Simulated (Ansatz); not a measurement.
# wB97M-V/def2-SVP run of C2H3BFN (SMILES FB1C=NC1)

Aim: the vertical singlet–triplet gap of C2H3BFN at wB97M-V/def2-SVP, from 2 runs. 

The results are computed with Ansatz 0.2.0.

122 further runs of the same task are left out: 122 set aside as unsound or not needed.

## (1) The structure to begin with

The species is C2H3BFN (8 atoms), meant as a singlet with charge 0. SMILES: `FB1C=NC1`. The coordinates come from a PBE0-D4/def2-TZVP relaxation.

Bond lengths: F1–B2 1.312 Å, B2–C3 1.553 Å, C3–N4 1.291 Å, B2–C5 1.580 Å, N4–C5 1.510 Å, C3–H6 1.087 Å, C5–H7 1.093 Å, C5–H8 1.090 Å. Some angles: F1–B2–C3 135.6°, F1–B2–C5 135.3°, C3–B2–C5 86.1°, B2–C3–N4 90.7°, C3–N4–C5 99.2°, B2–C5–N4 82.2°, B2–C3–H6 145.8°, N4–C3–H6 122.6°, B2–C5–H7 120.5°, B2–C5–H8 118.9°.

## (2) A single-point energy at wB97M-V/def2-SVP

Input file job.yaml:

```yaml
crystal:
  periodic: [false, false, false]
  atoms:
    - {symbol: F, position_ang: [0.213200, -1.007300, 1.918400]}
    - {symbol: B, position_ang: [-0.024100, -0.304800, 0.836200]}
    - {symbol: C, position_ang: [0.319000, 1.128500, 0.345800]}
    - {symbol: "N", position_ang: [0.303900, 0.728600, -0.881200]}
    - {symbol: C, position_ang: [-0.301700, -0.640600, -0.682300]}
    - {symbol: H, position_ang: [0.656500, 2.120900, 0.633900]}
    - {symbol: H, position_ang: [0.257100, -1.432700, -1.186200]}
    - {symbol: H, position_ang: [-1.331600, -0.649700, -1.040300]}
basis:
  gaussian:
    orbitals: def2-SVP
hamiltonian:
  xc: {name: wB97M-V}
accuracy: high
output: {orbitals: {seedname: orbitals}}
```

Started as:

```console
$ ansatz run job.yaml --threads 1 --pin off --max-ram 3480MiB --events-out events.jsonl --progress --plain --runs-dir runs
```

Log:

```text
Warning: RAYON_NUM_THREADS=1 ignored (pool sized by the plan → 1); use --threads N
Functional definition: wB97M-V
  name "wB97M-V"
  parameter omega = 0.3/bohr
  parameter cx = 0.15
  parameter cx01 = 1.007
  parameter cx10 = 0.259
  parameter css00 = 0.443
  parameter css04 = -1.437
  parameter css10 = -4.535
  parameter css20 = -3.390
  parameter css43 = 4.278
  parameter cos00 = 1.000
  parameter cos10 = 1.358
  parameter cos20 = 2.924
  parameter cos21 = -8.812
  parameter cos60 = -1.390
  parameter cos61 = 9.142
  parameter b = 6.0
  parameter c = 0.01
  gx(w, u) = 1 - cx + cx01*u + cx10*w
  gss(w, u) = css00 + css04*u^4 + css10*w + css20*w^2 + css43*w^4*u^3
  gos(w, u) = cos00 + cos10*w + (cos20 + cos21*u)*w^2 + (cos60 + cos61*u)*w^6
  exchange = spin_sum(e_x_unif_sr(omega)*gx(b97_w, b97_u_x)) + cx*exact_x_sr(omega) + exact_x_lr(omega)
  correlation = spin_sum(e_c_pw_mod_same_spin*gss(b97_w, b97_u_same))
      + integral(e_c_pw_mod_opposite_spin*gos(b97_w_opposite, b97_u_opposite)) + vv10(b, c)
2019 factors; integrals over basis functions are off by at most 3.4e-9 eV
323 factors; integrals over basis functions are off by at most 2.4e-9 eV
mean field evaluation 1: about -6995.2228 eV, gradient 3.4e1 eV
mean field evaluation 2: about -6996.1874 eV, gradient 3.1e1 eV
mean field evaluation 4: about -6997.9240 eV, gradient 2.0e0 eV
mean field evaluation 8: about -6998.0679 eV, gradient 1.7e-1 eV
mean field evaluation 16: about -6998.0680 eV, gradient 4.4e-4 eV
mean field -6998.06804716 eV, -257.1742572724 hartree, gradient 3.6e-8 eV, S^2 0.000000; 0 other end points of the search recorded, 0 dependent functions left out
reference -6998.06805107 eV, -257.1742574158 hartree; 18, 18 occupied and 67, 67 virtual orbitals, 2019 factors
Total energy: -6998.06805107 eV, -257.1742574158 hartree
```

It took 57 s on 1 thread of Arm Neoverse V2, shared host; peak memory 0.51 GiB.

## (3) The triplet, same level

Input file in.yaml:

```yaml
crystal:
  periodic: [false, false, false]
  atoms:
    - {symbol: F, position_ang: [0.213200, -1.007300, 1.918400]}
    - {symbol: B, position_ang: [-0.024100, -0.304800, 0.836200]}
    - {symbol: C, position_ang: [0.319000, 1.128500, 0.345800]}
    - {symbol: "N", position_ang: [0.303900, 0.728600, -0.881200]}
    - {symbol: C, position_ang: [-0.301700, -0.640600, -0.682300]}
    - {symbol: H, position_ang: [0.656500, 2.120900, 0.633900]}
    - {symbol: H, position_ang: [0.257100, -1.432700, -1.186200]}
    - {symbol: H, position_ang: [-1.331600, -0.649700, -1.040300]}
basis:
  gaussian: {orbitals: def2-SVP}
output: {orbitals: {seedname: orbitals}}
accuracy: high
magnetization: {spin_polarized: true, initial_magnetization: 2}
hamiltonian: {xc: {name: wB97M-V}}
```

Started as:

```console
$ ansatz run in.yaml --threads 1 --pin off --max-ram 3480MiB --events-out events.jsonl --progress --plain --runs-dir runs
```

Log, cut to the lines that bear on the results:

```text
Warning: RAYON_NUM_THREADS=1 ignored (pool sized by the plan → 1); use --threads N
Functional definition: wB97M-V
  name "wB97M-V"
[...]
  gx(w, u) = 1 - cx + cx01*u + cx10*w
  gss(w, u) = css00 + css04*u^4 + css10*w + css20*w^2 + css43*w^4*u^3
  gos(w, u) = cos00 + cos10*w + (cos20 + cos21*u)*w^2 + (cos60 + cos61*u)*w^6
[...]
      + integral(e_c_pw_mod_opposite_spin*gos(b97_w_opposite, b97_u_opposite)) + vv10(b, c)
2019 factors; integrals over basis functions are off by at most 3.4e-9 eV
323 factors; integrals over basis functions are off by at most 2.4e-9 eV
[...]
mean field -6994.92909866 eV, -257.0589030426 hartree, gradient 6.2e-8 eV, S^2 2.005738; 2 other end points of the search recorded, 0 dependent functions left out
reference -6994.92910247 eV, -257.0589031825 hartree; 19, 17 occupied and 66, 68 virtual orbitals, 2019 factors
Total energy: -6994.92910247 eV, -257.0589031825 hartree
```

It took 2.1 min on 1 thread of Arm Neoverse V2, shared host; peak memory 0.9 GiB.

## (4) What came out

Level: wB97M-V/def2-SVP.

```
                                        quantity          value
                           singlet: total energy  -257.17426 Eh
                            singlet: HOMO energy       -9.80 eV
                            singlet: LUMO energy        0.68 eV
                          singlet: HOMO–LUMO gap       10.48 eV
                           triplet: total energy  -257.05890 Eh
     triplet: HOMO energy (highest over α and β)       -6.55 eV
      triplet: LUMO energy (lowest over α and β)       -2.30 eV
                                   triplet: ⟨S²⟩          2.006
vertical energy of the triplet above the singlet       3.139 eV
```

What this shows: At this shape the triplet lies 3.14 eV (72 kcal/mol) above the singlet.
